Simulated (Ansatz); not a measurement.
# SiF (Pm-3m) in Ansatz: further runs, part 2 of 2

Ansatz 0.2.0.

## Step 3: Relaxation of cell and atoms, HSEsol

input reads:

```
crystal:
  lattice:
    - [3.0286, 0.0, 0.0]
    - [0.0, 3.0286, 0.0]
    - [0.0, 0.0, 3.0286]
  atoms:
    - { symbol: Si, position: [0.5, 0.5, 0.5] }
    - { symbol: F, position: [0.0, 0.0, 0.0] }
hamiltonian:
  xc:
    exchange: hjs_pbesol
    correlation: pbesol
    exx: { coeff: 0.25, omega: 0.207 }
  pseudopotentials: { kind: paw }
kpoints:
  mp_grid: { grid: [5, 5, 5] }
scf:
  occupations: { method: fermi_dirac, width: 0.05 }
output:
  forces: true
  stress: true
  eigenvalues: true
  write_density: true
  write_potential: true
  elf: true
  volumetric_format: npy
relax:
  f_tol: 0.01
  max_steps: 40
  cell: { stress_tol: 0.05 }
```

Potentials or basis: Ansatz PAW.

Output:

```text
GPUs: using 1 of 1 available (devices: 1).
Engine: ansatz 0.2.0, x86_64-unknown-linux-gnu
Pseudopotentials: kind: paw
Pseudopotential: Si, paw, valence charge 4, recommended cutoff 420 eV (normal), Si.paw.azcp
Pseudopotential: F, paw, valence charge 7, recommended cutoff 420 eV (normal), F.paw.azcp
Functional definition: unnamed
  parameter a_1 = 0.25
  parameter omega_1 = 0.207/angstrom
  exchange = pbe_x(mu = 0.12345679012345678) + (-a_1)*hjs_pbesol_x_sr(omega_1) + a_1*exact_x_sr(omega_1)
  correlation = pbe_c(beta = 0.046)
device memory: the entry about to start is reckoned to put 0.5 GiB on a device that reports 54.7 GiB free (of which the cap on the GPU budget leaves the run 18.0 GiB)
GPU FFT provider: cuFFT
GPU libraries: cuBLAS 13.8.2, cuFFT 12.4.0, cuSOLVER 12.3.4
Crystal: 2 atoms, lattice volume = 27.780 Å³
Basis set: ecut = 420 eV, 515 PW (Γ), exchange–correlation on 48×48×48 points (8 copies of the dense FFT grid, shifted against one another)
Bands: 10, of which v1, the nominal top of the filled ones, is band 6 counted from 1 (5 counted from 0)
Symmetry: 48 space group operations
Space group: Pm-3m (ITA 221), of the structure as read, at distance tolerance 3.0e-5 Å
k-points: 10 of 125
Non-local potential: Si, projectors of the file, l = 0: 2, l = 1: 2, l = 2: 2
Non-local potential: F, projectors of the file, l = 0: 2, l = 1: 2, l = 2: 1
PAW form: soft (Blöchl's): semilocal exchange-correlation on the pseudo side does not see the compensation charge
PAW frozen core: Si, regenerated for the run's functional, and the local potential with it (the file was generated under x = pbe(κ = 0.804, μ = 0.2195149727645171), c = pbe(β = 0.06672455060314922))
[... 353 lines left out ...]
E sigma→0 (E₀):  -1426.223858 eV
Entropy (-TS):   -0.012347 eV (-6.174 meV/atom)
Fermi energy:    7.364059 eV
--- Per-component energies (eV) ---
  E_band       = -31.668462
  E_kinetic    = 243.213349
  E_local      = -627.053615  (includes V_loc(G=0)·N_el)
  E_nonlocal   = 98.139598
  E_hartree    = 243.455466
  E_xc         = -106.909424
  E_vxc        = -117.635437  (∫ρ·V_xc dr)
  E_exx        = -30.845373  (= α·E_x^exact, valence–valence)
  E_paw        = -691.348714  (= ΣΔE_a)
  E_vpaw       = -53.554462  (= ΣTr[D̂ρ^β])
  E_aug_tail   = 0.001972  (compensation charges beyond the density's cutoff)
  E_ewald      = -554.839021
  E_core_change = -0.031923  (= ΣΔE_core)
  E_smearing   = -0.012347  (= −TS)
  E_closure    = 0.000000  (closes the sum)
  Σ components = -1426.230032   (vs F -1426.230032, Δ=2.27e-13)
--- Forces (eV/Å), atoms counted from 1 ---
  atom   1  Si     0.00000000    -0.00000000    -0.00000000
  atom   2  F      0.00000000    -0.00000000     0.00000000
  max |Σ_I F_I| component: 5.92e-31 eV/Å
--- Stress (GPa, compression-positive) ---
       -0.006980      -0.000000       0.000000
       -0.000000      -0.006980      -0.000000
        0.000000      -0.000000      -0.006980
  P = ⅓ Tr σ = -0.0070 GPa (-0.070 kbar)
--- Band table (eV; the first three rows and the last of 10) ---
  k-point 0: bands = ["-19.8991", "-2.8602", "0.6269", "0.6269", "0.6269", "13.8164", "13.8164", "13.8164", "13.8582", "13.8582"]
  k-point 1: bands = ["-19.8021", "-3.3280", "0.7481", "0.7481", "1.2033", "9.7367", "13.7609", "13.7609", "14.4247", "18.0460"]
  k-point 2: bands = ["-19.6390", "-4.0610", "0.9528", "0.9528", "2.9746", "5.9466", "13.6359", "13.6359", "15.7608", "21.8206"]
  k-point 9: bands = ["-19.2795", "-0.8672", "-0.3701", "-0.3701", "3.2570", "7.1102", "7.1102", "9.0114", "17.3428", "17.9475"]
--- Relaxed structure (5 steps of the walk, 5 accepted, 2 SCFs on fresh bases) ---
  F+E_penalty+E_count = -1426.23003213 eV   max|allowed force component| = 2.958e-31 eV/Å   (the final SCF, on the basis selected at the relaxed cell)
  cell:  # Å, volume = 26.3550 Å³
    - [2.975917497793445, 5.4568015090971685e-34, 8.345696425678021e-34]
    - [1.0592614694129797e-33, 2.975917497793445, 0.0]
    - [8.345696425678021e-34, 0.0, 2.975917497793445]
  atoms:
    - { symbol: Si, position: [0.5, 0.5, 0.5] }
    - { symbol: F, position: [-1.3248213863822102e-36, -1.324821386385072e-36, 1.3248213863852225e-36] }
```

Run time: 22 s. Hardware: 1 × NVIDIA H100 80GB HBM3 with 2 threads of AMD EPYC 7R13 (Zen 3), shared host; peak memory 1.6 GiB.

What came out:

```
Free energy                            : -1426.2300 eV
Relaxed volume                         : 13.18 Å³/atom
Relaxed cell                           : a = 2.976 Å, b = 2.976 Å, c = 2.976 Å, α = 90.00°, β = 90.00°, γ = 90.00°
Space group after relaxing (to 0.05 Å) : Pm-3m (No. 221)
Energy gained by relaxing              : 9.9 meV/atom
Ionic steps                            : 7
Pressure after relaxing                : 0.0 GPa
Band gap on the k mesh                 : none (metal or under the smearing width)
```

The path:
| step | energy change (eV) | largest force (eV/Å) | volume (Å³) |
| --- | --- | --- | --- |
| 1 | 0.0000 | 0.0000 | 27.78 |
| 2 | -0.0199 | 0.0000 | 25.99 |
| 3 | -0.0211 | 0.0000 | 26.44 |
| 4 | -0.0212 | 0.0000 | 26.41 |
| 5 | -0.0197 | 0.0000 | 26.41 |
| 6 | -0.0199 | 0.0000 | 26.35 |
| 7 | -0.0198 | 0.0000 | 26.35 |

Final structure:
```
Si F
1.0
     2.97592    0.00000    0.00000
     0.00000    2.97592    0.00000
     0.00000    0.00000    2.97592
Si F
1 1
Direct
  0.50000 0.50000 0.50000
  0.00000 0.00000 0.00000
```

Caveat: the k mesh is coarse (spacing up to 0.41 Å⁻¹), so the values aren't converged, least of all with exact exchange; the plane-wave basis is chosen anew once the cell has moved, so the energies of steps on either side of that aren't comparable; an odd number of electrons without spin polarisation forces a metal; a magnetic or distorted state may lie lower; the PAW data sets come from PBE, with cores solved anew for the run's functional, which leaves a small shift of forces and pressure.

## Step 4: Single point, r2SCAN0

input reads:

```
crystal:
  lattice:
    - [3.0286, 0.0, 0.0]
    - [0.0, 3.0286, 0.0]
    - [0.0, 0.0, 3.0286]
  atoms:
    - { symbol: Si, position: [0.5, 0.5, 0.5] }
    - { symbol: F, position: [0.0, 0.0, 0.0] }
hamiltonian:
  xc: r2scan0
  pseudopotentials: { kind: paw }
kpoints:
  mp_grid: { grid: [5, 5, 5] }
scf:
  occupations: { method: fermi_dirac, width: 0.05 }
output:
  forces: true
  stress: true
  eigenvalues: true
```

Wall time 7.4 s (1 × NVIDIA H100 80GB HBM3 with 2 threads of AMD EPYC 7R13 (Zen 3), shared host); peak memory 1.7 GiB.

Results (log left out):

```yaml
Free_energy: -1445.2075 eV
Pressure: -1.7 GPa
Band_gap_on_the_k_mesh: none (metal or under the smearing width)
```

Levels at points of the mesh, in eV from the Fermi level:
| k point | band 3 | band 4 | band 5 | band 6 | band 7 | band 8 |
| --- | --- | --- | --- | --- | --- | --- |
| (0.00, 0.00, 0.00) | -6.98 | -6.98 | -6.98 | 6.83 | 6.83 | 6.83 |

Caveat: the k mesh is coarse (spacing up to 0.41 Å⁻¹), so the values aren't converged, least of all with exact exchange; an odd number of electrons without spin polarisation forces a metal; a magnetic or distorted state may lie lower; the PAW data sets come from PBE, with cores solved anew for the run's functional, which leaves a small shift of forces and pressure; the thresholds are loose for stress.

## Step 5: Summary

```csv
task,level,cell,cutoff (eV),gap on the mesh (eV),pressure (GPa),relaxed volume (Å³/atom)
relaxation of cell and atoms,HSE03,relaxed,420,none,0.0,13.62
relaxation of cell and atoms,HSEsol,relaxed,420,none,0.0,13.18
single point,r2SCAN0,as given,500,none,-1.7,-
```

Alike in all rows: potentials or basis Ansatz PAW; no spin polarisation; k mesh 5 × 5 × 5; smearing fermi-dirac 0.05 eV; the mesh is coarse, so values aren't converged.

Caveats: all runs use coarse meshes; an odd number of electrons without spin polarisation forces a metal; a magnetic or distorted state may lie lower; the PAW data sets come from PBE, with cores solved anew for the run's functional, which leaves a small shift of forces and pressure; the plane-wave basis is chosen anew once the cell has moved, so the energies of steps on either side of that aren't comparable (some runs); the thresholds are loose for stress (some runs).

Total energies depend on the potentials used, so only differences within one code and one set of settings carry meaning.
